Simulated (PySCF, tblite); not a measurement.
# C4H13BN2Si: geometry, infrared bands and NMR shifts

Wanted: the infrared bands and NMR shifts of C4H13BN2Si (`CB(C)[C@@H]1CN[SiH2]N1`), by calculation.

The runs use tblite 0.8.0 and PySCF 2.14.0, with density-fitted response routines of our own; the level of theory stands in each step. All values are computed, except where a source is named. Atoms are numbered from 0 throughout.

### Step 1. Starting geometry

21 atoms, charge 0, multiplicity 1; geometry from: force field or distance geometry start.

Bonds of the start (Å): C0–B1 1.59, B1–C2 1.61, B1–C3 1.60, C3–C4 1.54, C4–N5 1.47, N5–Si6 1.77, Si6–N7 1.78, N7–C3 1.47, C0–H8 1.11, C0–H9 1.10, C0–H10 1.10, C2–H11 1.10, C2–H12 1.12, C2–H13 1.10, C3–H14 1.12, C4–H15 1.11, C4–H16 1.12, N5–H17 1.05, Si6–H18 1.48, Si6–H19 1.46, N7–H20 1.05.

### Step 2. Relaxing the molecule with GFN2-xTB

The job: settings as JSON, then the geometry in Å.

```
{"job": {"kind": "relax", "xc": "GFN2-xTB", "basis": "xTB"}, "charge": 0, "multiplicity": 1}
C      1.969700     1.012400    -0.613500
B      1.264900    -0.187900     0.153800
C      2.201900    -1.302500     0.844700
C     -0.329500    -0.273500     0.272200
C     -0.989500    -0.517700    -1.094600
N     -2.424500    -0.220900    -1.036300
Si    -2.485200     1.050900     0.200300
N     -0.843300     0.954700     0.883700
H      1.200800     1.715400    -0.999600
H      2.549500     0.615800    -1.457300
H      2.630700     1.559700     0.078600
H      2.811600    -1.788700     0.064300
H      1.570800    -2.069800     1.355300
H      2.858300    -0.818700     1.588500
H     -0.591200    -1.140900     0.932600
H     -0.833400    -1.567500    -1.414900
H     -0.531600     0.146700    -1.871100
H     -2.900500    -1.059800    -0.623200
H     -3.495100     0.727800     1.230600
H     -2.696900     2.363900    -0.411200
H     -0.946300     0.817500     1.916500
```

Run with:

```sh
$ OMP_NUM_THREADS=1 python probes_run.py task.json out
```

This one command runs all jobs of the session in turn.

**Question.** This job is followed by: GFN2-xTB harmonic vibrations, gas phase; GIAO PBE0/pcSseg-1 NMR shielding, non-relativistic, gas phase. What will the session give for the following? strongest single infrared mode (GFN2-xTB); zero-point energy (GFN2-xTB); ¹³C shifts against TMS (PBE0/pcSseg-1, means over atoms taken as alike); ¹H shifts against TMS (PBE0/pcSseg-1, means over atoms taken as alike); ¹¹B shifts against BF3·OEt2 (PBE0/pcSseg-1); ¹⁵N shifts against NH3 (PBE0/pcSseg-1); ²⁹Si shifts against TMS (PBE0/pcSseg-1); surface potential, 1st and 99th percentile.

**Answer**, as computed:

| quantity | value |
| --- | --- |
| strongest single infrared mode (GFN2-xTB) | 2183 cm⁻¹, 552 km/mol |
| zero-point energy (GFN2-xTB) | 106.4 kcal/mol |
| ¹³C shifts against TMS (PBE0/pcSseg-1, means over atoms taken as alike) | 58.4, 46.4, 11.9 ppm |
| ¹H shifts against TMS (PBE0/pcSseg-1, means over atoms taken as alike) | 5.40, 5.38, 3.71, 3.30, 2.78, 0.93, 0.20, -0.02 ppm |
| ¹¹B shifts against BF3·OEt2 (PBE0/pcSseg-1) | 91.1 ppm |
| ¹⁵N shifts against NH3 (PBE0/pcSseg-1) | 33.5, 22.4 ppm |
| ²⁹Si shifts against TMS (PBE0/pcSseg-1) | -24.5 ppm |
| surface potential, 1st and 99th percentile | -1.20 V and 1.39 V |

What this shows: Over 169 steps the energy fell by 0.700 eV; of the close pairs, Si6–N7 changed most, 1.781 to 1.715 Å. The lowest mode is imaginary (39i cm⁻¹), so the xTB geometry is not a minimum. The strongest single mode, at 2183 cm⁻¹, moves mainly H19 and H18. Unscaled tight-binding wavenumbers are off by several per cent, some by more. Its intensities can rank the bands wrongly. At PBE0/pcSseg-1: Shielding is most anisotropic at B1 (span 165 ppm, paramagnetic term -178 ppm). By nearest atom (PBE0/pcSseg-1), the HOMO sits on N7 47 %; N5 15 % and the LUMO on B1 55 %; H9, H13 about 6 % each.
